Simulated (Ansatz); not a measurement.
# CH4AlFO2: small, medium and large basis sets

An exercise on one series of results from a longer session: the logs are not shown, and one member is left open.

The runs use Ansatz 0.2.0, Gaussian basis; one geometry, several basis sets.

Levels to be run: PBE0-D4/def2-SVP; ωB97M-V/def2-SVP; PBE0-D4/def2-QZVPP; ωB97M-V/def2-QZVPP; the functionals' def2-TZVPP values are taken from earlier runs.

**The geometry**

All runs share one geometry, relaxed beforehand with PBE0-D4 in a triple-zeta def2 set.

SMILES `[OH][AlH][O]CF`, 9 atoms, charge 0, spin multiplicity 1.

Atoms are counted from 1 here; the program's logs count them from 0.

Bond lengths: O1–Al2 1.687 Å, O1–H6 0.957 Å, Al2–O3 1.702 Å, Al2–H7 1.563 Å, O3–C4 1.353 Å, C4–F5 1.394 Å, C4–H8 1.096 Å, C4–H9 1.096 Å. Angles: Al2–O1–H6 120.9°, O1–Al2–O3 123.0°, O1–Al2–H7 120.5°, O3–Al2–H7 116.5°, Al2–O3–C4 135.5°, O3–C4–F5 110.9°, O3–C4–H8 111.1°, O3–C4–H9 111.2°, F5–C4–H8 106.2°, F5–C4–H9 106.2°, H8–C4–H9 110.9°.

The first run:

in.yaml

```yaml
crystal:
  periodic: [false, false, false]
  atoms:
    - {symbol: O, position_ang: [-0.166375, 0.846134, 2.039267]}
    - {symbol: Al, position_ang: [1.038192, 0.363021, 0.961908]}
    - {symbol: O, position_ang: [0.700671, -0.265941, -0.582851]}
    - {symbol: C, position_ang: [-0.419864, -0.527556, -1.294294]}
    - {symbol: F, position_ang: [-1.561057, -0.196582, -0.565842]}
    - {symbol: H, position_ang: [-1.092039, 0.776282, 1.804864]}
    - {symbol: H, position_ang: [2.546933, 0.481197, 1.353641]}
    - {symbol: H, position_ang: [-0.501961, -1.595783, -1.523734]}
    - {symbol: H, position_ang: [-0.456098, 0.072927, -2.210058]}
basis:
  gaussian: {orbitals: def2-SVP}
hamiltonian: {xc: pbe0, dispersion: d4}
output: {orbitals: {seedname: orbitals}}
```

Started as:

```
$ ansatz run in.yaml --threads 2 --pin off --events-out ev --progress --plain --max-ram 4352MiB
```

Steps of the session up to this table: PBE0-D4 in def2-SVP; ωB97M-V in def2-SVP; PBE0-D4 in def2-QZVPP; ωB97M-V in def2-QZVPP.

One table of the session follows, with a row left open; its other results are not shown here.

It belongs to the step «Functionals by basis». 

| functional | basis | HOMO (eV) | LUMO (eV) |
| --- | --- | --- | --- |
| PBE0-D4 | def2-SVP | -8.38 | -0.03 |
| PBE0-D4 | def2-TZVPP | ? | ? |
| PBE0-D4 | def2-QZVPP | -8.58 | -0.41 |
| ωB97M-V | def2-SVP | -10.79 | 1.66 |
| ωB97M-V | def2-TZVPP | -10.97 | 1.26 |
| ωB97M-V | def2-QZVPP | -11.01 | 0.80 |

Estimate the missing values for PBE0-D4, def2-TZVPP.

**Answer.** HOMO (eV): -8.54; LUMO (eV): -0.27. In the column «HOMO (eV)» it lies between PBE0-D4, def2-QZVPP (-8.58) and PBE0-D4, def2-SVP (-8.38).
